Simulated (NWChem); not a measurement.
# H2 (hydrogen) at 6 levels

Wanted: a comparison of 6 runs (BLYP/def2-SVP, CAM-B3LYP/aug-cc-pVTZ, MP2/6-31+G*, CR-CCSD(T)/aug-cc-pVTZ, CCSD/aug-cc-pVTZ, CCSD(T)/aug-cc-pVTZ) of H2 (hydrogen). 

Program for the calculation: NWChem 7.3.0.

3 further runs of the same task are left out: 3 set aside as unsound or not needed.

## 1. The molecule

H2: 2 atoms, total charge 0, spin state singlet. As SMILES, `[H][H]`. Geometry: relaxed at PBE0-D4/def2-TZVP.

Bond lengths: H1–H2 0.746 Å.

## 2. Energy and forces at BLYP/def2-SVP (run 1)

geom.xyz reads:

```xyz
2
H2 gradient
H      0.319300    -0.099200     0.165500
H     -0.319300     0.099200    -0.165500
```

run.py reads:

```python
from ase.io import read
from ase.calculators.nwchem import NWChem

atoms = read('geom.xyz')

calc = NWChem(
    label='geom',
    theory='dft',
    memory='2200 mb',
    basis='def2-SVP',
    basispar='spherical bse',
    dft={'xc': 'becke88 lyp', 'mult': '1', 'grid': 'xfine', 'convergence': 'energy 1e-08', 'iterations': '100', 'mulliken': None},
)
atoms.calc = calc

forces = atoms.get_forces()
e = atoms.get_potential_energy()
print(f"E = {e:.6f} eV")
print("forces (eV/A):")
for s, f in zip(atoms.symbols, forces):
    print(f"{s:2s} {f[0]:10.5f} {f[1]:10.5f} {f[2]:10.5f}")
print("dipole (e A):", atoms.get_dipole_moment().round(4))
```

Run with:

```sh
$ export ASE_NWCHEM_COMMAND="nwchem PREFIX.nwi > PREFIX.nwo"
$ python run.py
```

Output:

```text
E = -31.622386 eV
forces (eV/A):
H     0.63275   -0.19659    0.32797
H    -0.63275    0.19659   -0.32797
dipole (e A): [-0.  0. -0.]
```

The calculator wrote geom.nwi:

```
title "geom"

permanent_dir geom

scratch_dir geom

start geom

geometry units angstrom nocenter noautosym noautoz
  H  3.1929999999999997e-01 -9.9199999999999997e-02 1.6550000000000001e-01
  H  -3.1929999999999997e-01 9.9199999999999997e-02 -1.6550000000000001e-01
end

memory 2200 mb

basis spherical bse noprint
   * library def2-SVP
end

dft
  xc becke88 lyp
  mult 1
  grid xfine
  convergence energy 1e-08
  iterations 100
  mulliken
end

task dft gradient
```

geom.nwo:

```text
Northwest Computational Chemistry Package (NWChem) 7.3.0
             --------------------------------------------------------

           Job information
           ---------------

    nwchem branch   = 7.3.0
    use scalapack   = T
    input           = geom.nwi
    prefix          = geom.
    data base       = geom/geom.db
    status          = startup
    nproc           =        1

           Memory information
           ------------------

[... 5 lines left out ...]
    hardfail = no
[... 59 lines left out ...]
  convergence criterion.
[... 36 lines left out ...]
          Spatial weights used:  Erf1
[... 32 lines left out ...]
 1-e energy   =      -2.213717
[... 39 lines left out ...]
           Coulomb energy =        1.314343194790
[... 141 lines left out ...]
          Convergence on density requested:  1.00D-05
[... 22 lines left out ...]
          total energy or number of iterations.
[... 33 lines left out ...]
                 ----------------------------------------
                 |  Time  |  1-e(secs)   |  2-e(secs)   |
                 ----------------------------------------
                 |  CPU   |       0.00   |       0.00   |
                 ----------------------------------------
                 |  WALL  |       0.00   |       0.00   |
                 ----------------------------------------

 Task  times  cpu:        0.4s     wall:        0.4s
 Total times  cpu:        0.4s     wall:        0.4s
```

It took 1.6 s on 1 thread of Intel Xeon Platinum 8488C (Sapphire Rapids), shared host; peak memory 0.11 GiB.

## 3. Energy and forces at CAM-B3LYP/aug-cc-pVTZ (run 2)

h2.nw reads:

```
start h2
title "H2 CAM-B3LYP"
memory 2200 mb
charge 0

geometry noautosym nocenter noautoz
  H        0.319300      -0.099200       0.165500
  H       -0.319300       0.099200      -0.165500
end

basis spherical bse
  * library aug-cc-pVTZ
end

dft
  xc xcamb88 1.00 lyp 0.81 vwn_5 0.19 hfexch 1.00
  cam 0.33 cam_alpha 0.19 cam_beta 0.46
  grid xfine
  convergence energy 1e-08
  direct
  iterations 100
  mulliken
end

task dft gradient
```

Run with:

```sh
$ nwchem h2.nw > h2.out
```

Output:

```text
[...]
          Wavefunction type:  closed shell.
          No. of atoms     :     2
          No. of electrons :     2
[...]
          Charge           :     0
          Spin multiplicity:     1
[...]
          AO basis - number of functions:    46
[...]
              XC Information
              --------------
                     Hartree-Fock (Exact) Exchange  1.000
                   CAM-Becke88 Exchange Functional  1.000
                      VWN V Correlation Functional  0.190 local
              Lee-Yang-Parr Correlation Functional  0.810
[...]
 d= 0,ls=0.0,diis     1     -1.1702405703 -1.88D+00  8.21D-04  1.19D-02     0.5
[...]
 d= 0,ls=0.0,diis     5     -1.1716082513 -2.37D-10  3.27D-08  1.99D-12     2.3
         Total DFT energy =       -1.171608251321
      One electron energy =       -2.494510270665
           Coulomb energy =        1.305977112482
    Exchange-Corr. energy =       -0.692289385526
 Nuclear repulsion energy =        0.709214292389
[...]
      Total Density - Mulliken Population Analysis
     ---------------------------------------------
    Atom       Charge   Shell Charges
 -----------   ------   -------------------------------------------------------
    1 H    1     1.00   0.26  0.49  0.23  0.00  0.00  0.01  0.00  0.00 -0.00
    2 H    1     1.00   0.26  0.49  0.23  0.00  0.00  0.01  0.00  0.00 -0.00
[...]
  wavefunction    = closed shell
[...]
                         DFT ENERGY GRADIENTS
    atom               coordinates                        gradient
                 x          y          z           x          y          z
   1 H       0.603390  -0.187461   0.312750    0.000433  -0.000134   0.000224
   2 H      -0.603390   0.187461  -0.312750   -0.000433   0.000134  -0.000224
[...]
```

Wall time 3.9 s (1 thread of Intel Xeon Platinum 8488C (Sapphire Rapids), shared host); peak memory 0.11 GiB.

## 4. Energy and forces at MP2/6-31+G(d) (spherical functions) (run 3)

run.py reads:

```python
from ase import Atoms
from ase.calculators.nwchem import NWChem

molecule = Atoms('HH', positions=[
    [0.319300, -0.099200, 0.165500],
    [-0.319300, 0.099200, -0.165500],
])

calc = NWChem(
    label='job',
    theory='mp2',
    memory='2200 mb',
    basis='6-31+G*',
    basispar='spherical bse',
    scf={'nopen': '0', 'rhf': None, 'thresh': '1e-08', 'maxiter': '80'},
    mp2={'tight': None},
)
molecule.calc = calc

forces = molecule.get_forces()
print("Total energy (eV):", round(molecule.get_potential_energy(), 6))
print("forces (eV/A):")
for s, f in zip(molecule.symbols, forces):
    print(f"{s:2s} {f[0]:10.5f} {f[1]:10.5f} {f[2]:10.5f}")
```

Run with:

```sh
$ export ASE_NWCHEM_COMMAND="nwchem PREFIX.nwi > PREFIX.nwo"
$ python run.py
```

Output:

```text
Total energy (eV): -31.132268
forces (eV/A):
H    -0.27336    0.08490   -0.14167
H     0.27336   -0.08490    0.14167
```

The calculator wrote job.nwi:

```
title "job"

permanent_dir job

scratch_dir job

start job

geometry units angstrom nocenter noautosym noautoz
  H  3.1929999999999997e-01 -9.9199999999999997e-02 1.6550000000000001e-01
  H  -3.1929999999999997e-01 9.9199999999999997e-02 -1.6550000000000001e-01
end

memory 2200 mb

basis spherical bse noprint
   * library 6-31+G*
end

scf
  nopen 0
  rhf
  thresh 1e-08
  maxiter 80
end
mp2
  tight
end

task mp2 gradient
```

job.nwo:

```text
Northwest Computational Chemistry Package (NWChem) 7.3.0
             --------------------------------------------------------

           Job information
           ---------------

    nwchem branch   = 7.3.0
    use scalapack   = T
    input           = job.nwi
    prefix          = job.
    data base       = job/job.db
    status          = startup
    nproc           =        1

           Memory information
           ------------------

[... 5 lines left out ...]
    hardfail = no
[... 90 lines left out ...]
 Convergence threshold     :          1.000E-08
[... 15 lines left out ...]
      One-electron energy =     -2.483795556590
[... 14 lines left out ...]
                       ROHF Final Molecular Orbital Analysis
[... 152 lines left out ...]
  MP2 natural orbitals output to job/job.mp2nos
[... 8 lines left out ...]
                 ----------------------------------------
                 |  Time  |  1-e(secs)   |  2-e(secs)   |
                 ----------------------------------------
                 |  CPU   |       0.00   |       0.00   |
                 ----------------------------------------
                 |  WALL  |       0.00   |       0.00   |
                 ----------------------------------------
 -----------------------
 Task  times  cpu:        0.0s     wall:        0.0s
 Total times  cpu:        0.1s     wall:        0.1s
```

Wall time 1.2 s (1 thread of Intel Xeon Platinum 8488C (Sapphire Rapids), shared host); peak memory 0.099 GiB.

Runs 4 to 5 aren't shown in full; the table further down has their settings and results.

## 5. The energy at CCSD(T)/aug-cc-pVTZ (run 6)

h2.nw reads:

```
start h2
memory total 2200 mb
charge 0
geometry noautosym nocenter noautoz
 H      0.319300    -0.099200     0.165500
 H     -0.319300     0.099200    -0.165500
end
basis spherical bse
 * library aug-cc-pVTZ
end
scf
 thresh 1e-08
 maxiter 80
 print medium
end
ccsd
 maxiter 60
end
task ccsd(t) energy
```

Run with:

```sh
$ nwchem h2.nw > h2.out
```

Output:

```text
[...]
  functions       =    46
[...]
  wavefunction    = RHF
[...]
         Total SCF energy =     -1.132960137472
      One-electron energy =     -2.498799315917
      Two-electron energy =      0.656624886056
 Nuclear repulsion energy =      0.709214292389
        Time for solution =      0.2s
[...]
 Total MP2 energy:             -1.164971353490076
[...]
             energy      energy      error      ampl     ampl      Block
                                                time     time      time
[...]
 Total CCSD energy:             -1.172629000052704
[...]
 Total CCSD+T(CCSD) energy:             -1.172629000052704
[...]
 Total CCSD(T) energy:                  -1.172629000052704
[...]
```

Wall time 2.9 s (1 thread of Intel Xeon Platinum 8488C (Sapphire Rapids), shared host); peak memory 0.096 GiB.

## 6. The series

```csv
run,level,integration grid,iteration cap,energy (Eh),HOMO energy (eV),LUMO energy (eV),HOMO–LUMO gap (eV),wall time
1,BLYP/def2-SVP,xfine,100,-1.162101,-10.20,1.43,11.63,1.6 s
2,CAM-B3LYP/aug-cc-pVTZ,xfine,100,-1.171608,-13.59,0.94,14.53,3.9 s
3,MP2/6-31+G* (spherical functions),–,80,-1.144090,-16.16,6.44,22.61,1.2 s
4,CR-CCSD(T)/aug-cc-pVTZ,–,80,-1.172629,-16.13,1.43,17.56,2.3 s
5,CCSD/aug-cc-pVTZ,–,80,-1.172629,–,–,–,2.9 s
6,CCSD(T)/aug-cc-pVTZ,–,80,-1.172629,-16.13,1.43,17.56,2.9 s
```

## 7. Summary of results

```
                                    quantity        value
                         run 6: total energy  -1.17263 Eh
  run 6: HOMO energy (Hartree–Fock orbitals)    -16.13 eV
  run 6: LUMO energy (Hartree–Fock orbitals)      1.43 eV
run 6: HOMO–LUMO gap (Hartree–Fock orbitals)     17.56 eV
                   run 6: correlation energy    -39.7 mEh
                       run 6: (T) correction     0.00 mEh
```

What this shows: Totals of different functionals can't be ranked against each other. All runs together took 15 s, the longest 3.9 s.
